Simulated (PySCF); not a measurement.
# AlIn+: bond curves at several levels of theory

The task here is to estimate one member of a computed series from the others.

Computed with PySCF 2.14.0. Level: Al x2c-SVPall, In x2c-SVPall, spin-free X2C with a Gaussian nucleus.

Set-up of the first run:

The job is set up so:

```json
{"atoms": "Al, In", "charge": "1", "basis": "Al x2c-SVPall, In x2c-SVPall", "Hamiltonian": "spin-free X2C with a Gaussian nucleus", "basis functions": "54", "electrons treated": "61", "masses in u": "26.9815, 114.9039", "levels": "PBE0, PBE, r²SCAN, r²SCANh, B3LYP, TPSS, HF, MP2, SCS-MP2, CCSD, CCSD(T)", "grid": "80 radial by 434 angular points", "occupations": "held fixed by the projection of orbital angular momentum", "dissociation limit": "Al + In+, each in its ground configuration", "starting distance in angstrom": "2.685", "values of 2S to try": "1, 3"}
```

Launch:

```sh
OMP_NUM_THREADS=1 python dia.py task.json out
```

Steps of the session up to this table: The job; PBE0 along the bond; Higher solutions at PBE0; PBE (GGA); r²SCAN; r²SCANh (hybrid meta-GGA); B3LYP (global hybrid GGA); TPSS (meta-GGA); UHF; Correlated methods on the Hartree–Fock reference.

One table of the session follows, with a row left open; its other results are not shown here.

It belongs to the step «The curves together». Energy (eV) from each level's lowest point:

| R (Å) | UHF | UHF-MP2 | UHF-SCS-MP2 | UHF-CCSD | UHF-CCSD(T) |
| --- | --- | --- | --- | --- | --- |
| 2.961 | 0.248 | 0.175 | 0.193 | n/a | n/a |
| 3.099 | 0.124 | 0.075 | 0.087 | 0.078 | 0.072 |
| 3.236 | 0.051 | 0.022 | 0.029 | 0.024 | 0.020 |
| 3.340 | ? | ? | ? | ? | ? |
| 3.443 | 0.004 | 0.000 | 0.000 | 0.000 | 0.000 |
| 3.546 | 0.000 | 0.006 | 0.003 | 0.005 | 0.007 |
| 3.684 | 0.008 | 0.025 | 0.018 | 0.024 | 0.027 |
| 3.856 | 0.035 | 0.062 | 0.051 | 0.061 | 0.067 |
| 4.063 | 0.084 | 0.119 | 0.104 | 0.119 | 0.127 |
| 4.338 | 0.168 | 0.210 | 0.190 | n/a | n/a |

Estimate the missing values for R (Å) = 3.340.

Worked estimate for «UHF». A straight line through the neighbours (3.236, 0.051) and (3.443, 0.004) gives 0.051 + (0.004 − 0.051) × (3.340 − 3.236) / (3.443 − 3.236) = 0.027; a parabola fitted to 4 rows on both sides gives 0.019.

**Answer.** UHF: 0.020; UHF-MP2: 0.004; UHF-SCS-MP2: 0.008; UHF-CCSD: 0.005; UHF-CCSD(T): 0.003. In «UHF» the line misses by +0.007 and the parabola by -0.001.
